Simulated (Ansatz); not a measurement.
# ClH₃NSn radical: up Jacob's ladder to CCSD(T)

Aim: compute ClH₃NSn radical with functionals from several rungs and with coupled cluster, and see how far each lands from CCSD(T) at the basis-set limit for the atomisation energy.

The runs use Ansatz 0.2.0, Gaussian basis; functionals in def2-TZVPP, the program's frozen cores in correlated methods.

Levels to be run: LDA (SPW92), PBE-D4, revPBE-D4, BLYP-D4, r2SCAN-D4, B97M-V, PBE0-D4, B3LYP-D4, r2SCANh-D4, r2SCAN0-D4, HSE06-D4, BHLYP-D4, CAM-B3LYP-D4, LC-ωPBE, ωB97X-V, ωB97M-V, B2PLYP, PBE-QIDH; CCSD(T)/def2-SVP; CCSD(T)/def2-TZVPP; MP2/def2-QZVPP; extrapolation to the limit; RPA on PBE.

## Step 1: The geometry

All runs share one geometry, relaxed beforehand with PBE0-D4 in a triple-zeta def2 set. Sn takes the def2 core potential; no spin-orbit term is included.

SMILES `[NH2][SnH][Cl]`, 6 atoms, charge 0, spin multiplicity 2.

Atoms are counted from 1 here; the program's logs count them from 0.

Bond lengths: N1–Sn2 2.035 Å, N1–H4 1.013 Å, N1–H5 1.013 Å, Sn2–Cl3 2.353 Å, Sn2–H6 1.740 Å. Angles: Sn2–N1–H4 113.9°, Sn2–N1–H5 115.6°, H4–N1–H5 108.4°, N1–Sn2–Cl3 100.9°, N1–Sn2–H6 106.1°, Cl3–Sn2–H6 106.1°.

## Step 2: LDA

This LDA is Slater exchange with PW92 correlation.

File in.yaml:

```yaml
crystal:
  periodic: [false, false, false]
  atoms:
    - {symbol: N, position_ang: [-0.560793, 0.198421, -0.886978]}
    - {symbol: Sn, position_ang: [0.076452, -0.457863, 0.930450]}
    - {symbol: Cl, position_ang: [2.396409, -0.596984, 0.564855]}
    - {symbol: H, position_ang: [-0.144217, -0.292165, -1.669520]}
    - {symbol: H, position_ang: [-1.565084, 0.217731, -1.018718]}
    - {symbol: H, position_ang: [-0.160667, 0.866761, 2.033810]}
basis:
  gaussian: {orbitals: def2-TZVPP}
magnetization: {spin_polarized: true, initial_magnetization: 1}
hamiltonian: {xc: lda}
output: {orbitals: {seedname: orbitals}}
```

Further steps of the session: PBE-D4 (GGA); revPBE-D4 (GGA); BLYP-D4 (GGA); r2SCAN-D4 (meta-GGA); B97M-V (meta-GGA); PBE0-D4 (hybrid); B3LYP-D4 (hybrid); r2SCANh-D4 (hybrid); r2SCAN0-D4 (hybrid); HSE06-D4 (hybrid); BHLYP-D4 (hybrid); CAM-B3LYP-D4 (range-separated); LC-ωPBE-D4 (range-separated); ωB97X-V (range-separated); ωB97M-V (range-separated); B2PLYP (double hybrid); PBE-QIDH (double hybrid); CCSD(T) in def2-SVP; CCSD(T) in def2-TZVPP; MP2 in def2-QZVPP; RPA on PBE orbitals.

Before running them: what should the planned runs give, taken together? Wanted: atomisation energy, CCSD(T)/CBS; farthest beyond LDA; mean size of error, GGA; mean size of error, meta-GGA; mean size of error, hybrid; mean size of error, range-separated; mean size of error, double hybrid; gap, smallest and largest; T1 diagnostic.

**Answer**, as computed:

```
                               quantity                                                                                       value
        atomisation energy, CCSD(T)/CBS                                                                                   16.770 eV
    functionals within 0.168 eV (1.0 %)  revPBE-D4, BLYP-D4, r2SCAN-D4, PBE0-D4, B3LYP-D4, HSE06-D4, CAM-B3LYP-D4, ωB97X-V, ωB97M-V
                    farthest beyond LDA                                                                        BHLYP-D4 (-0.700 eV)
                mean size of error, GGA                                                                                    0.198 eV
           mean size of error, meta-GGA                                                                                    0.144 eV
             mean size of error, hybrid                                                                                    0.284 eV
    mean size of error, range-separated                                                                                    0.122 eV
      mean size of error, double hybrid                                                                                    0.410 eV
              gap, smallest and largest                                                    0.68 eV (LDA (SPW92)), 7.53 eV (LC-ωPBE)
                          T1 diagnostic                                                                                      0.0170
triples share of the correlation energy                                                                                       3.5 %
```

In words: LDA overbinds by 2.711 eV (16 %). PBE-D4 is off by +0.334 eV. Double hybrids carry the basis error of their MP2 part in triple zeta, and no dispersion term here, so their miss is partly the set-up's. The rungs range-separated, meta-GGA miss on average by less than the doubt on the reference (0.168 eV), so they tie. Misses under about 0.168 eV are within the doubt on the reference itself, which lacks core-valence correlation, spin-orbit coupling and higher excitations, and its outer-core shells are covered unevenly. All levels share the lack of spin-orbit coupling, which lowers the free heavy atoms and so the true binding. Hartree-Fock recovers 64 % of the binding; the rest is correlation. CCSD(T) in def2-SVP is off by -1.926 eV, which most functionals beat. Orbital gaps span 0.7 to 7.5 eV; exact exchange widens them. Correlated methods include outer-core shells of Sn, which these sets cover unevenly.
